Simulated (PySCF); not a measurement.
**[Bi(H2O)3]3+: other functionals and bases at one geometry**

One table from this session's results is given with a row withheld; the runs are named, their logs left out.

Computed with PySCF 2.14.0. Level: several levels, as the steps say, no spin–orbit coupling.

1 further run of the same task is left out (for a known fault of the program).

### The starting structure

10 atoms, charge 3, spin multiplicity 1.

Bond lengths: Bi1–O2 2.309 Å, Bi1–O5 2.309 Å, Bi1–O8 2.309 Å, O2–H3 0.989 Å, O2–H4 0.989 Å, O5–H6 0.989 Å, O5–H7 0.989 Å, O8–H9 0.989 Å, O8–H10 0.990 Å. Angles: O2–Bi1–O5 120.0°, O2–Bi1–O8 120.0°, O5–Bi1–O8 120.0°, Bi1–O2–H3 127.4°, Bi1–O2–H4 127.4°, H3–O2–H4 105.2°, Bi1–O5–H6 127.4°, Bi1–O5–H7 127.4°, H6–O5–H7 105.2°, Bi1–O8–H9 127.4°, Bi1–O8–H10 127.4°, H9–O8–H10 105.2°.

As a file:

| atom | x (Å) | y (Å) | z (Å) |
| --- | --- | --- | --- |
| Bi1 | 0.00000 | 0.00000 | 0.00000 |
| O2 | 2.30926 | -0.00002 | 0.00000 |
| H3 | 2.91058 | -0.74081 | 0.26221 |
| H4 | 2.91059 | 0.74076 | -0.26221 |
| O5 | -1.15461 | 1.99989 | 0.00000 |
| H6 | -0.81373 | 2.89104 | 0.26221 |
| H7 | -2.09681 | 2.15027 | -0.26221 |
| O8 | -1.15465 | -1.99987 | 0.00000 |
| H9 | -2.09685 | -2.15023 | 0.26221 |
| H10 | -0.81378 | -2.89103 | -0.26221 |

Formal oxidation states: Bi +3. An earlier session relaxed this geometry at PBE0, Bi def2-SVP with ECP60, O def2-SVP, H def2-SVP (singlet, point group D3).

At PBE0 on the finer grid: E = -442.191354 Eh, HOMO -25.33 eV, LUMO -20.01 eV, Mulliken charge on Bi1 +1.97 e, largest force component 0.004 eV/Å. 

Levels to run: CAM-B3LYP; B3LYP; PBE0, TZVP. Hardware: 2 threads of Intel Xeon Platinum 8488C (Sapphire Rapids), shared host.

The first run:

Contents of run.py (the lines that set the calculation):

```python
mol = gto.M(atom='''
Bi     0.00000     0.00000     0.00000
O      2.30926    -0.00002     0.00000
H      2.91058    -0.74081     0.26221
H      2.91059     0.74076    -0.26221
O     -1.15461     1.99989     0.00000
H     -0.81373     2.89104     0.26221
H     -2.09681     2.15027    -0.26221
O     -1.15465    -1.99987     0.00000
H     -2.09685    -2.15023     0.26221
H     -0.81378    -2.89103    -0.26221''',
    basis={'Bi': 'def2-SVP', 'O': 'def2-SVP', 'H': 'def2-SVP'},
    ecp={'Bi': 'def2-SVP'},
    charge=3, spin=0)
mf = dft.RKS(mol, xc='CAMB3LYP')
mf.grids.atom_grid = (75, 302)
mf = mf.density_fit()  # fitting sets: Bi def2-universal-JKFIT, O def2-universal-JKFIT, H def2-universal-JKFIT
mf.conv_tol = 1e-08; mf.max_cycle = 55
mf.kernel(dm0)  # dm0: the density of the relaxed state
```

Started as:

```bash
OMP_NUM_THREADS=2 python run.py
```

Steps of the session up to this table: CAM-B3LYP; B3LYP; PBE0, TZVP.

One of the session's tables, all rows but one given; the rest of the session is left out.

| level | HOMO (eV) | gap (eV) | charge on Bi1 (e) | largest force component (eV/Å) |
| --- | --- | --- | --- | --- |
| PBE0 (relaxed here) | -25.33 | 5.32 | 1.97 | 0.00 |
| CAM-B3LYP | ? | ? | ? | ? |
| B3LYP | -25.01 | 4.76 | 1.92 | 0.17 |
| PBE0, TZVP | -25.41 | 5.41 | 1.98 | 0.24 |

**Question.** Estimate the row for CAM-B3LYP.

As computed: HOMO (eV): -26.78; gap (eV): 7.71; charge on Bi1 (e): 1.96; largest force component (eV/Å): 0.19. In the column «HOMO (eV)» it is the lowest.

In one basis the HOMO–LUMO gap runs from 4.76 eV (B3LYP) to 7.71 eV (CAM-B3LYP). The largest leftover force, 0.24 eV/Å with PBE0, TZVP, stands at a geometry relaxed at another level. Total energies of different levels can't be compared.
